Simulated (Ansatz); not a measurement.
# VSe2: the cost of one run

Program: Ansatz 0.2.0. Level of theory: DFT LDA+U (U_eff = 5 eV on V d), plane waves, PAW. These are calculated values, not measurements.

2 further runs of the same task are left out: 2 that didn't finish.

## 1. The system as given

Symmetry: P-3m1, No. 164, trigonal system. The conventional cell has a = 3.355 Å, b = 3.355 Å, c = 6.134 Å, α = 90.00°, β = 90.00°, γ = 120.00°. Around V (site symmetry -3m) lie 6 Se at 2.47 Å. Around Se (site symmetry 3m) lie 3 V at 2.47 Å.

Structure file:

```
V Se
1.0
     3.35500    0.00000    0.00000
    -1.67750    2.90552    0.00000
     0.00000    0.00000   12.26800
V Se
2 4
Direct
  0.00000 0.00000 0.00000
  0.00000 0.00000 0.50000
  0.33333 0.66667 0.12500
  0.66667 0.33333 0.37500
  0.33333 0.66667 0.62500
  0.66667 0.33333 0.87500
```

## 2. Ferromagnetic start, free, symmetry kept, no search

Contents of input.yaml:

```yaml
crystal:
  lattice:
    - [3.35500155, 0.0, 0.0]
    - [-1.67750077, 2.90551657, 0.0]
    - [0.0, 0.0, 12.2679981]
  atoms:
    - { symbol: V, position: [0.0, 0.0, 0.0], spin: 1.0 }
    - { symbol: Se, position: [0.3333333333, 0.6666666667, 0.125] }
    - { symbol: Se, position: [0.6666666667, 0.3333333333, 0.375] }
    - { symbol: V, position: [0.0, 0.0, 0.5], spin: 1.0 }
    - { symbol: Se, position: [0.3333333333, 0.6666666667, 0.625] }
    - { symbol: Se, position: [0.6666666667, 0.3333333333, 0.875] }
basis:
  ecutwfc: 420
  ecutrho_ratio: 4
kpoints:
  mp_grid: { grid: [7, 7, 2] }
hamiltonian:
  xc: lda
  hubbard:
    sites: [{ site: 0, l: d, u_eff: 5.0 }, { site: 3, l: d, u_eff: 5.0 }]
scf:
  occupations: { method: gaussian, width: 0.05 }
  lower_state_search: "off"
  max_iter: 150
output:
  forces: true
  stress: true
  eigenvalues: true
  populations: true
  hubbard: { sites: [{ site: 0, l: d }, { site: 3, l: d }] }
magnetization:
  spin_polarized: true
```

Started as:

```bash
$ ansatz run input.yaml --threads 4 --pin off --max-ram 6144MiB --backend cpu --events-out ev --progress --plain --runs-dir out
```

Q: Estimate wall time and peak memory on 4 threads of Arm Neoverse V2, shared host.

About 6.7 s, with a peak of 0.62 GiB.
